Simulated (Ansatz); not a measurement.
# C₂H₈GaN: one species, many methods

One table from this session's results is given with a row withheld; the runs are named, their logs left out.

Program: Ansatz 0.2.0, Gaussian basis. Level of theory: functionals in def2-TZVPP, the program's frozen cores in correlated methods. These are calculated values, not measurements.

Plan: LDA (SPW92), PBE-D4, revPBE-D4, BLYP-D4, r2SCAN-D4, B97M-V, PBE0-D4, B3LYP-D4, r2SCANh-D4, r2SCAN0-D4, HSE06-D4, BHLYP-D4, CAM-B3LYP-D4, LC-ωPBE, ωB97X-V, ωB97M-V, B2PLYP, PBE-QIDH; CCSD(T)/def2-SVP; CCSD(T)/def2-TZVPP; MP2/def2-QZVPP; extrapolation to the limit; RPA on PBE.

## Structure used throughout

The geometry comes from an earlier relaxation with PBE0-D4 in a triple-zeta def2 set; it is a stationary point, not always the lowest conformer.

SMILES `C[NH][GaH][CH3]`, 12 atoms, charge 0, spin multiplicity 1.

Atoms are counted from 1 here; the program's logs count them from 0.

Bond lengths: C1–N2 1.442 Å, C1–H5 1.098 Å, C1–H6 1.098 Å, C1–H7 1.092 Å, N2–Ga3 1.821 Å, N2–H8 1.008 Å, Ga3–C4 1.962 Å, Ga3–H9 1.566 Å, C4–H10 1.091 Å, C4–H11 1.093 Å, C4–H12 1.093 Å. Angles: N2–C1–H5 112.5°, N2–C1–H6 112.5°, N2–C1–H7 110.0°, H5–C1–H6 107.5°, H5–C1–H7 107.0°, H6–C1–H7 107.0°, C1–N2–Ga3 128.6°, C1–N2–H8 112.9°, Ga3–N2–H8 118.5°, N2–Ga3–C4 118.9°, N2–Ga3–H9 114.7°, C4–Ga3–H9 126.4°, Ga3–C4–H10 112.3°, Ga3–C4–H11 110.2°, Ga3–C4–H12 110.3°, H10–C4–H11 108.3°, H10–C4–H12 108.4°, H11–C4–H12 107.2°.

Set-up of the first run:

Input file in.yaml:

```yaml
crystal:
  periodic: [false, false, false]
  atoms:
    - {symbol: C, position_ang: [-1.320033, 1.195005, 0.445103]}
    - {symbol: N, position_ang: [-0.796462, 0.661576, -0.788108]}
    - {symbol: Ga, position_ang: [0.549411, -0.542475, -1.024526]}
    - {symbol: C, position_ang: [1.465685, -1.263453, 0.554084]}
    - {symbol: H, position_ang: [-2.382554, 0.959486, 0.587290]}
    - {symbol: H, position_ang: [-1.212569, 2.285324, 0.510581]}
    - {symbol: H, position_ang: [-0.781852, 0.769052, 1.295006]}
    - {symbol: H, position_ang: [-1.263491, 1.026893, -1.603031]}
    - {symbol: H, position_ang: [0.852505, -0.898996, -2.519494]}
    - {symbol: H, position_ang: [1.094001, -0.828235, 1.482657]}
    - {symbol: H, position_ang: [1.332959, -2.346873, 0.605251]}
    - {symbol: H, position_ang: [2.539400, -1.072404, 0.489089]}
basis:
  gaussian: {orbitals: def2-TZVPP}
hamiltonian: {xc: lda}
output: {orbitals: {seedname: orbitals}}
```

On the command line:

```
> ansatz run in.yaml --threads 4 --pin off --events-out ev --progress --plain --max-ram 10444MiB
```

Among the steps run: LDA; PBE-D4 (GGA); revPBE-D4 (GGA); BLYP-D4 (GGA); r2SCAN-D4 (meta-GGA); B97M-V (meta-GGA); PBE0-D4 (hybrid); B3LYP-D4 (hybrid); r2SCANh-D4 (hybrid); r2SCAN0-D4 (hybrid); HSE06-D4 (hybrid); BHLYP-D4 (hybrid); CAM-B3LYP-D4 (range-separated); LC-ωPBE (range-separated); ωB97X-V (range-separated); ωB97M-V (range-separated); B2PLYP (double hybrid); PBE-QIDH (double hybrid).

One table of the session follows, with a row left open; its other results are not shown here.

```
  functional  HOMO (eV)  gap (eV)
 LDA (SPW92)      -5.46      4.16
      PBE-D4      -5.30      4.23
   revPBE-D4      -5.23      4.28
     BLYP-D4      -5.20      4.18
   r2SCAN-D4      -5.52      4.73
      B97M-V      -5.61      4.60
     PBE0-D4      -6.54      6.24
    B3LYP-D4      -6.34      5.78
  r2SCANh-D4      -5.99      5.47
  r2SCAN0-D4      -6.71      6.58
    HSE06-D4      -6.14      5.48
    BHLYP-D4      -7.74      8.16
CAM-B3LYP-D4          ?         ?
     LC-ωPBE      -9.29     11.03
     ωB97X-V      -8.94     10.53
     ωB97M-V      -8.87     10.21
```

**Question.** Estimate the row for CAM-B3LYP-D4.

**Answer.** HOMO (eV): -7.94; gap (eV): 8.52. In the column «HOMO (eV)» it lies between ωB97M-V (-8.87) and BHLYP-D4 (-7.74).
